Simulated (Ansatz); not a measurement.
**CH8AlNOSi: one species, many methods**

One table from this session's results is given with a row withheld; the runs are named, their logs left out.

Program: Ansatz 0.2.0, Gaussian basis. Level of theory: functionals in def2-TZVPP, the program's frozen cores in correlated methods. These are calculated values, not measurements.

The runs, in order: PBE-D4, r2SCAN-D4, PBE0-D4, B3LYP-D4, ωB97X-V, ωB97M-V, B2PLYP; CCSD(T)/def2-TZVPP; MP2/def2-QZVPP; extrapolation to the limit.

**Structure used throughout**

An earlier PBE0-D4 in a triple-zeta def2 set relaxation fixed the geometry.

13 atoms, charge 0, spin multiplicity 1.

Atoms are counted from 1 here; the program's logs count them from 0.

Bond lengths: C1–N2 1.448 Å, C1–H6 1.092 Å, C1–H7 1.096 Å, C1–H8 1.096 Å, N2–Al3 1.762 Å, N2–H9 1.009 Å, Al3–O4 1.686 Å, Al3–H10 1.573 Å, O4–Si5 1.619 Å, Si5–H11 1.490 Å, Si5–H12 1.488 Å, Si5–H13 1.488 Å. Angles: N2–C1–H6 109.9°, N2–C1–H7 112.3°, N2–C1–H8 112.3°, H6–C1–H7 107.1°, H6–C1–H8 107.2°, H7–C1–H8 107.7°, C1–N2–Al3 128.8°, C1–N2–H9 112.2°, Al3–N2–H9 119.0°, N2–Al3–O4 118.6°, N2–Al3–H10 120.7°, O4–Al3–H10 120.8°, Al3–O4–Si5 169.2°, O4–Si5–H11 110.7°, O4–Si5–H12 110.3°, O4–Si5–H13 110.3°, H11–Si5–H12 108.4°, H11–Si5–H13 108.4° and more.

Set-up of the first run:

Contents of in.yaml:

```yaml
crystal:
  periodic: [false, false, false]
  atoms:
    - {symbol: C, position_ang: [-0.667511, -1.404023, 1.358324]}
    - {symbol: N, position_ang: [0.656460, -1.498103, 0.780190]}
    - {symbol: Al, position_ang: [1.430985, -0.426802, -0.384578]}
    - {symbol: O, position_ang: [0.571116, 0.910208, -0.945267]}
    - {symbol: Si, position_ang: [-0.476847, 2.091259, -1.304310]}
    - {symbol: H, position_ang: [-1.182884, -0.524292, 0.966524]}
    - {symbol: H, position_ang: [-0.639389, -1.302855, 2.449720]}
    - {symbol: H, position_ang: [-1.288965, -2.275529, 1.120670]}
    - {symbol: H, position_ang: [1.164608, -2.300887, 1.120586]}
    - {symbol: H, position_ang: [2.892775, -0.712585, -0.889989]}
    - {symbol: H, position_ang: [-1.737081, 1.931000, -0.524956]}
    - {symbol: H, position_ang: [0.110728, 3.418787, -0.978833]}
    - {symbol: H, position_ang: [-0.813593, 2.059221, -2.753180]}
basis:
  gaussian: {orbitals: def2-TZVPP}
hamiltonian: {xc: pbe, dispersion: d4}
output: {forces: true, orbitals: {seedname: orbitals}}
```

Run with:

```console
> ansatz run in.yaml --threads 4 --pin off --events-out ev --progress --plain --max-ram 10444MiB
```

Among the steps run: PBE-D4 (GGA); r2SCAN-D4 (meta-GGA); PBE0-D4 (hybrid); B3LYP-D4 (hybrid); ωB97X-V (range-separated); ωB97M-V (range-separated); B2PLYP (double hybrid); CCSD(T) in def2-TZVPP; MP2 in def2-QZVPP.

One of the session's tables, all rows but one given; the rest of the session is left out.

| method | atomisation energy (kJ/mol) |
| --- | --- |
| PBE-D4 | 4582.2 |
| r2SCAN-D4 | 4566.3 |
| PBE0-D4 | 4524.5 |
| B3LYP-D4 | 4578.1 |
| ωB97X-V | 4595.9 |
| ωB97M-V | 4586.7 |
| B2PLYP | 4529.5 |
| HF/def2-TZVPP | 3369.7 |
| MP2/def2-TZVPP | 4506.8 |
| CCSD/def2-TZVPP | 4408.2 |
| CCSD(T)/def2-TZVPP | ? |
| MP2/CBS | 4633.4 |
| CCSD(T)/CBS | 4587.2 |

Q: Estimate the row for CCSD(T)/def2-TZVPP from the others.

The run gave: atomisation energy (kJ/mol): 4460.7. In the column «atomisation energy (kJ/mol)» it lies between CCSD/def2-TZVPP (4408.2) and MP2/def2-TZVPP (4506.8).
